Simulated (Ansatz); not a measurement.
# Au: response to biaxial strain in the a-b plane

How does Au answer biaxial strain in the a-b plane between -6 and +6 %? At each strain the length and tilt of c and the atoms relax, within the symmetry that is left.

Method: DFT PBEsol, scalar-relativistic, plane waves, PAW, in Ansatz 0.2.0.

3 further runs of the same task are left out: 3 set aside as unsound or not needed.

### 1 The starting structure

Symmetry: Im-3m, No. 229, cubic system. Conventional cell: a = 3.242 Å, b = 3.242 Å, c = 3.242 Å, α = 90.00°, β = 90.00°, γ = 90.00°. Au (site symmetry m-3m) has 8 Au at 2.81 Å as nearest neighbours.

Structure file:

```cif
data_structure
_symmetry_space_group_name_H-M 'P 1'
_symmetry_Int_Tables_number 1
_cell_length_a 3.2421
_cell_length_b 3.2421
_cell_length_c 3.2421
_cell_angle_alpha 90.000
_cell_angle_beta 90.000
_cell_angle_gamma 90.000
_cell_volume 34.08
loop_
_atom_site_label
_atom_site_type_symbol
_atom_site_fract_x
_atom_site_fract_y
_atom_site_fract_z
_atom_site_occupancy
Au1 Au 0.00000 0.00000 0.00000 1
Au2 Au 0.50000 0.50000 0.50000 1
```

It goes back to an entry of the Materials Project, which need not be the stable form.

### 2 The unstrained reference

Contents of input.yaml:

```yaml
crystal:
  lattice:
    - [3.2421467883, 0.0, 0.0]
    - [0.0, 3.2421467883, 0.0]
    - [0.0, 0.0, 3.2421467883]
  atoms:
    - { symbol: Au, position: [0.0, 0.0, 0.0] }
    - { symbol: Au, position: [0.5, 0.5, 0.5] }
basis:
  ecutwfc: 420
kpoints:
  mp_grid: { grid: [16, 16, 16] }
hamiltonian:
  xc: pbesol
scf:
  occupations: { method: gaussian, width: 0.1 }
output:
  forces: true
  stress: true
  eigenvalues: true
```

Command:

```
$ ansatz run input.yaml --threads 1 --pin off --max-ram 2560MiB --backend cpu --events-out ev --progress --plain --runs-dir out
```

The session goes on with these runs: At -2.0 %; the cell strained by +2.0 %; the cell strained by -4.0 %; At +4.0 %; At -6.0 %; strain +6.0 %.

Before running it: what results should come out? Wanted: largest energy gain.

**Answer**, as computed:

```
           quantity                   value
largest energy gain  9.7 meV/atom at -6.0 %
```

In words: The energy falls by 9.7 meV/atom at -6.0 %: the reference was relaxed within its own symmetry and is no minimum along this strain. A cubic fit misses a point by 1.2 meV/atom, which a change of structure or electronic state along the series can cause, so no stiffness is quoted. On this cell's mesh the unstrained reference holds a stress of up to 0.23 GPa. Spin-orbit coupling is left out for Au.
